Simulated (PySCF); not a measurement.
# H3HfO4 (Hf(O)(OH)3-): the cost of one run

The runs use PySCF 2.14.0; PBE, Hf def2-SVP with ECP60, O def2-SVP, H def2-SVP; scalar-relativistic core potentials, no spin–orbit coupling.

2 further runs of the same task are left out: 1 for a known fault of the program, 1 that didn't finish.

## (1) The system as given

8 atoms, charge -1, spin multiplicity 1.

Bond lengths: Hf1–O2 1.834 Å, Hf1–O3 2.050 Å, Hf1–H4 2.623 Å, Hf1–O5 2.050 Å, Hf1–O7 2.050 Å, Hf1–H8 2.623 Å, O3–H4 0.972 Å, O5–H6 0.972 Å, O7–H8 0.972 Å. Angles: O2–Hf1–O3 107.7°, O2–Hf1–H4 88.2°, O2–Hf1–O5 108.5°, O2–Hf1–O7 107.7°, O2–Hf1–H8 88.2°, O3–Hf1–H4 19.5°, O3–Hf1–O5 111.0°, O3–Hf1–O7 110.7°, O3–Hf1–H8 118.5°, H4–Hf1–O5 119.2°, H4–Hf1–O7 118.5°, H4–Hf1–H8 119.3°, O5–Hf1–O7 111.0°, O5–Hf1–H8 119.2°, O7–Hf1–H8 19.5°, Hf1–O3–H4 115.8°, Hf1–H4–O3 44.7°, Hf1–O5–H6 117.1° and more.

Geometry (Å):

| atom | x (Å) | y (Å) | z (Å) |
| --- | --- | --- | --- |
| Hf1 | -0.37099 | 0.00000 | 0.11484 |
| O2 | 0.53898 | 0.00000 | 1.70703 |
| O3 | 0.17536 | 1.68650 | -0.91377 |
| H4 | 0.81921 | 2.26354 | -0.46953 |
| O5 | -2.38179 | 0.00000 | 0.51304 |
| H6 | -2.64879 | 0.00000 | 1.44740 |
| O7 | 0.17536 | -1.68650 | -0.91377 |
| H8 | 0.81921 | -2.26354 | -0.46953 |

Formal oxidation states: Hf +4. An earlier session relaxed this geometry at PBE, Hf def2-SVP with ECP60, O def2-SVP, H def2-SVP (singlet, point group Cs).

Its energy there is -350.481790 Eh.

## (2) Multiplicity 3 at the relaxed geometry

run.py (the lines that set the calculation)

```python
mol = gto.M(atom='''
Hf    -0.37099     0.00000     0.11484
O      0.53898     0.00000     1.70703
O      0.17536     1.68650    -0.91377
H      0.81921     2.26354    -0.46953
O     -2.38179     0.00000     0.51304
H     -2.64879     0.00000     1.44740
O      0.17536    -1.68650    -0.91377
H      0.81921    -2.26354    -0.46953''',
    basis={'Hf': 'def2-SVP', 'O': 'def2-SVP', 'H': 'def2-SVP'},
    ecp={'Hf': 'def2-SVP'},
    charge=-1, spin=2)
mf = dft.UKS(mol, xc='PBE')
mf.grids.atom_grid = (50, 194)
mf = mf.density_fit()  # fitting sets: Hf def2-universal-JKFIT, O def2-universal-JKFIT, H def2-universal-JKFIT
mf.conv_tol = 1e-08; mf.max_cycle = 55
mf.kernel(dm0)  # dm0: free metal ions and neutral atoms
```

Command:

```bash
> OMP_NUM_THREADS=2 python run.py
```

**Question.** How long does this run take on 2 threads of Intel Xeon 6975P-C (Granite Rapids), shared host?

About 57 s.
